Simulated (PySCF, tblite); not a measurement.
# C7H6F3N: geometry, infrared bands, NMR shifts, spin-spin couplings and electronic excitations

Aim: predict the infrared bands, NMR shifts, spin-spin couplings and electronic excitations of C7H6F3N (`FC(F)(F)Cc1cccnc1`).

The runs use tblite 0.8.0 and PySCF 2.14.0, with density-fitted response routines of our own; the level of theory stands in each step. All values are computed, except where a source is named. Atoms count from 0, in the outputs and in this text.

**1. The starting structure**

17 atoms, charge 0, multiplicity 1; geometry from: force field or distance geometry start.

Bonds of the start (Å): F0–C1 1.36, C1–F2 1.35, C1–F3 1.35, C1–C4 1.51, C4–C5 1.50, C5–C6 1.40, C6–C7 1.40, C7–C8 1.38, C8–N9 1.36, N9–C10 1.35, C10–C5 1.39, C4–H11 1.10, C4–H12 1.09, C6–H13 1.09, C7–H14 1.07, C8–H15 1.08, C10–H16 1.09.

**2. Geometry optimisation with GFN2-xTB**

The job: settings as JSON, then the geometry in Å.

```
{"job": {"kind": "relax", "xc": "GFN2-xTB", "basis": "xTB"}, "charge": 0, "multiplicity": 1}
F     -2.052400    -1.187100     1.311300
C     -2.380700    -0.206300     0.421600
F     -2.399900     0.962200     1.096300
F     -3.632600    -0.450900    -0.019000
C     -1.412000    -0.174700    -0.732800
C      0.013300     0.071000    -0.339900
C      0.956100    -0.961500    -0.310500
C      2.271700    -0.693300     0.084300
C      2.601600     0.597600     0.426800
N      1.715400     1.625300     0.414900
C      0.450900     1.339100     0.033300
H     -1.723500     0.606400    -1.442600
H     -1.486400    -1.116500    -1.282600
H      0.680400    -1.980800    -0.580100
H      3.007400    -1.476300     0.115300
H      3.602900     0.859900     0.746800
H     -0.219000     2.197900     0.047000
```

Run with:

```sh
> OMP_NUM_THREADS=2 python probes_run.py task.json out
```

One launch serves the whole session: the jobs run in the order shown.

**Question.** This job is followed by: GFN2-xTB harmonic vibrations, gas phase; PBE0-D3(BJ)/def2-SVP geometry optimisation, gas phase; GIAO PBE0/pcSseg-1 NMR shielding, non-relativistic, gas phase; B3LYP/pcJ-1 indirect spin-spin coupling, non-relativistic, gas phase; TDDFT PBE0/def2-SVPD, vertical, gas phase, core orbitals frozen in the response; GIAO CAM-B3LYP/pcSseg-2 NMR shielding, non-relativistic, gas phase. Predict these results of the whole session: strongest single infrared mode (GFN2-xTB); zero-point energy (GFN2-xTB); point group; rotational constants (main isotopes); 13C shifts against TMS (PBE0/pcSseg-1); 1H shifts against TMS (PBE0/pcSseg-1, means over atoms taken as alike); 19F shifts against CFCl3 (PBE0/pcSseg-1, means over atoms taken as alike); 15N shifts against NH3 (PBE0/pcSseg-1); potential on the surface of density 0.002 e/bohr³, 1st and 99th percentile; largest coupling of the table (B3LYP/pcJ-1); lowest singlet (PBE0/def2-SVPD); brightest single state of those computed; lowest triplet; range of the shift of F0 (with its like atoms).

**Answer**, as computed:

| quantity | value |
| --- | --- |
| strongest single infrared mode (GFN2-xTB) | 1056 cm⁻¹, 309 km/mol |
| zero-point energy (GFN2-xTB) | 73.4 kcal/mol |
| point group | C1 |
| rotational constants (main isotopes) | 2.66, 0.66, 0.60 GHz |
| 13C shifts against TMS (PBE0/pcSseg-1) | 158.1, 155.8, 143.4, 130.6, 130.2, 128.1, 40.5 ppm |
| 1H shifts against TMS (PBE0/pcSseg-1, means over atoms taken as alike) | 8.81, 8.72, 7.76, 7.30, 2.98 ppm |
| 19F shifts against CFCl3 (PBE0/pcSseg-1, means over atoms taken as alike) | -81.1 ppm |
| 15N shifts against NH3 (PBE0/pcSseg-1) | 364.2 ppm |
| potential on the surface of density 0.002 e/bohr³, 1st and 99th percentile | -1.63 V and 1.30 V |
| largest coupling of the table (B3LYP/pcJ-1) | 1J(F,C) F0–C1, -342.1 Hz (mean over like pairs) |
| lowest singlet (PBE0/def2-SVPD) | 4.79 eV (259 nm), f = 0.004 |
| brightest single state of those computed | state 6, 7.25 eV, f = 0.395 |
| lowest triplet | 4.09 eV |
| range of the shift of F0 (with its like atoms) | -81.1 to -70.6 ppm |

**Reading.** Over 93 steps the energy fell by 0.136 eV; of the close pairs, C8–N9 changed most, 1.357 to 1.321 Å (GFN2-xTB). No mode is imaginary among the 45: a minimum at this level. The strongest single mode, at 1056 cm⁻¹, moves mainly C1. GFN2-xTB is a fitted tight-binding method: band positions and strengths are rough. Its intensities can rank the bands wrongly. The start of the PBE0/def2-SVP relaxation was shaken at random by about 0.01 Å, so part of the energy gained, and of the first lengths quoted, undoes that. Relaxing lowered the energy by 0.107 eV in 9 steps; the close pair that moved most is F0–C1, from 1.369 to 1.338 Å (PBE0/def2-SVP). At PBE0/pcSseg-1: The largest span, 714 ppm, is at N9, where the paramagnetic term is -429 ppm. NICS(1)zz of -28 ppm above the planar ring from C5 marks a diatropic (aromatic) ring current. By nearest atom (PBE0/pcSseg-1), the HOMO sits on N9 64 % and the LUMO on C6 25 %; N9 23 %. Couplings across rotatable bonds belong to this one conformer; where others are populated, the observed values are averages. Density functionals describe couplings to fluorine poorly, F–F couplings above all, so those rows are rough. The lowest singlet, at 4.79 eV, is HOMO→LUMO 0.99 and is weak; of the 10 states computed, the strongest absorption comes from states 6 to 7 together at 7.25 eV. The lowest triplet lies 0.70 eV below the lowest singlet (triplets in Tamm-Dancoff, singlets in full TDDFT). In ppm, F0 (with its like atoms) moves most: its shift spreads over 10.5 ppm, from -81.1 (PBE0/pcSseg-1) to -70.6 (CAM-B3LYP/pcSseg-2). Most of that comes from the computed reference, not from the atom's own shielding. The conformer search found further structures of the same energy, which may be mirror or relabelled copies of this one.
